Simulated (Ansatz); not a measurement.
# Ge: the cost of one run

Computed with Ansatz 0.2.0 (DFT r2SCAN, scalar-relativistic, plane waves, PAW, unless a step's input says otherwise).

1 further run of the same task is left out (set aside as unsound or not needed). Runs told in other sessions of the task aren't counted.

## Step 1: Starting point

The structure is hexagonal, space group P6_3/mmc (No. 194). The conventional cell has a = 4.003 Å, b = 4.003 Å, c = 13.153 Å, α = 90.00°, β = 90.00°, γ = 120.00°. Around Ge (site symmetry 3m) lie 4 Ge at 2.45 Å. Ge (site symmetry 3m) has 4 Ge at 2.45 to 2.48 Å in its first shell of neighbours.

Structure file:

```cif
data_structure
_symmetry_space_group_name_H-M 'P6_3/mmc'
_symmetry_Int_Tables_number 194
_cell_length_a 4.0035
_cell_length_b 4.0035
_cell_length_c 13.1527
_cell_angle_alpha 90.000
_cell_angle_beta 90.000
_cell_angle_gamma 120.000
_cell_volume 182.56
loop_
_atom_site_label
_atom_site_type_symbol
_atom_site_symmetry_multiplicity
_atom_site_Wyckoff_symbol
_atom_site_fract_x
_atom_site_fract_y
_atom_site_fract_z
_atom_site_occupancy
Ge1 Ge 4 e 0.00000 0.00000 0.40684 1
Ge2 Ge 4 f 0.33333 0.66667 0.34412 1
```

It goes back to an entry of the Materials Project, which need not be the stable form.

It is the result of an earlier relaxation at this level (volume 22.82 Å³/atom; gap on the mesh: 0.27 eV).

## Step 2: The undisturbed cell

The input, input.yaml:

```yaml
crystal:
  lattice:
    - [4.0034553959, 0.0, 0.0]
    - [-2.0017276979, 3.4670940758, 0.0]
    - [0.0, 0.0, 13.1526505064]
  atoms:
    - { symbol: Ge, position: [0.0, 0.0, 0.4068365158] }
    - { symbol: Ge, position: [0.0, 0.0, 0.5931634842] }
    - { symbol: Ge, position: [0.0, 0.0, 0.9068365158] }
    - { symbol: Ge, position: [0.0, 0.0, 0.0931634842] }
    - { symbol: Ge, position: [0.3333333333, 0.6666666667, 0.34411632] }
    - { symbol: Ge, position: [0.6666666667, 0.3333333333, 0.65588368] }
    - { symbol: Ge, position: [0.6666666667, 0.3333333333, 0.84411632] }
    - { symbol: Ge, position: [0.3333333333, 0.6666666667, 0.15588368] }
basis:
  ecutwfc: 500
kpoints:
  mp_grid: { grid: [12, 12, 4] }
hamiltonian:
  xc: r2scan
scf:
  occupations: { method: gaussian, width: 0.03 }
output:
  forces: true
  stress: true
  eigenvalues: true
  write_density: true
  write_potential: true
  elf: true
  volumetric_format: npy
```

On the command line:

```bash
> ansatz run input.yaml --threads 2 --pin off --max-ram 5120MiB --backend cpu --events-out ev --progress --plain --runs-dir out
```

**Question.** How long does this run take on 2 threads of Arm Neoverse V1, shared host, and how much memory does it need?

About 56 s, with a peak of 1.1 GiB.
